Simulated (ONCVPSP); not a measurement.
# An ONCV potential for beryllium, from input to tests

Task: generate the file, and judge it by its errors in other configurations, its logarithmic derivatives, its ghosts and its cutoff.

Program: ONCVPSP 4.0.1. Reference atom: LDA (Perdew-Zunger), fully relativistic, spherical and spin-unpolarised. All values are calculated.

## Step 1: Settings

The settings as typed:

| Item | Value |
| --- | --- |
| element | beryllium (Be, Z = 4) |
| type | optimised norm-conserving Vanderbilt (ONCV) |
| frozen core | [He] |
| valence charge | 2 |
| reference configuration | 2s2 |
| partial waves | 2s: rc 1.85 bohr, ncon 4, nbas 9, qcut 4.2 1/bohr, 1 projector; p scattering state at 0.39 Ha: rc 1.50 bohr, ncon 3, nbas 7, qcut 5.6 1/bohr, 2 projectors, debl 2.9 Ha |
| local potential | polynomial inside 1.45 bohr (lpopt 5, dvloc0 0 Ha) |
| core correction | Teter function, fcfact 1.5, rcfact 1.65 |

The outer shells as boxes (Hund's rule for the drawing; the calculation is spin-unpolarised):

```
[He] core
2s [↑↓]
```

An earlier all-electron run gives the scale for the radii.

All-electron outer shells of the reference configuration (LDA (Perdew-Zunger), scalar-relativistic, ld1.x):

| shell | level (eV) | outermost node (bohr) | outermost maximum (bohr) |
| --- | --- | --- | --- |
| 1s | -104.93 | – | 0.27 |
| 2s | -5.61 | 0.60 | 2.04 |
| 2p | -2.10 | – | 2.28 |

## Step 2: Generating the potential

Be.dat

```
# ATOM AND REFERENCE CONFIGURATION
# atsym  z   nc   nv     iexc    psfile
  Be 4.00    1    1        3      upf
#
#   n    l    f
    1    0    2.00
    2    0    2.00
#
# PSEUDOPOTENTIAL AND OPTIMIZATION
# lmax
    1
#
#   l,   rc,      ep,       ncon, nbas, qcut
    0    1.85    0.00    4    9    4.20
    1    1.50    0.39    3    7    5.60
#
# LOCAL POTENTIAL
# lloc, lpopt,  rc(5),   dvloc0
    4    5    1.45    0.00
#
# VANDERBILT-KLEINMAN-BYLANDER PROJECTORs
# l, nproj, debl
    0    1    3.90
    1    2    2.90
#
# MODEL CORE CHARGE
# icmod, fcfact, rcfact
    3    1.50    1.65
#
# LOG DERIVATIVE ANALYSIS
# epsh1, epsh2, depsh
   -2.00    5.00    0.02
#
# OUTPUT GRID
# rlmax, drl
    6.00    0.01
#
# TEST CONFIGURATIONS
# ncnf
    4
# nvcnf
#   n    l    f
    1
    2    0    1.00
#
    1
    2    0    1.50
#
    2
    2    0    1.00
    2    1    1.00
#
    2
    2    0    0.00
    2    1    1.00
#
```

Started as:

```bash
$ oncvpspr.x < Be.dat > Be.out
```

What does the calculation give? Wanted: cutoffs for 1 and 0.1 mHa per electron, occupied waves; bound ghosts; GHOST(+) flags; largest test error; largest phase difference near zero energy, channels read; rms error of d²Exc/dn², without and with the model core.

As calculated:

```
                                                quantity                 value
  cutoffs for 1 and 0.1 mHa per electron, occupied waves     5.8 Ha and 8.1 Ha
                                            bound ghosts            none found
                                          GHOST(+) flags    none at low energy
                            largest test error (AE − PS)  +11 meV, for 2s0 2p1
largest phase difference near zero energy, channels read             0.007 rad
 rms error of d²Exc/dn², without and with the model core     2.71 and 0.71 mHa
```

What this shows: The worst unpolarised test, 2s0 2p1, is off by 11 meV on 13.3 eV; by total energies transferability rates as good. The potential is soft on the atom at that tolerance: the looser tolerance needs 5.8 Ha. That counts occupied waves only; other projectors can need more. It is free of bound ghosts as far as tested. Near zero energy the phases of the channels with partial waves agree within 0.007 rad.
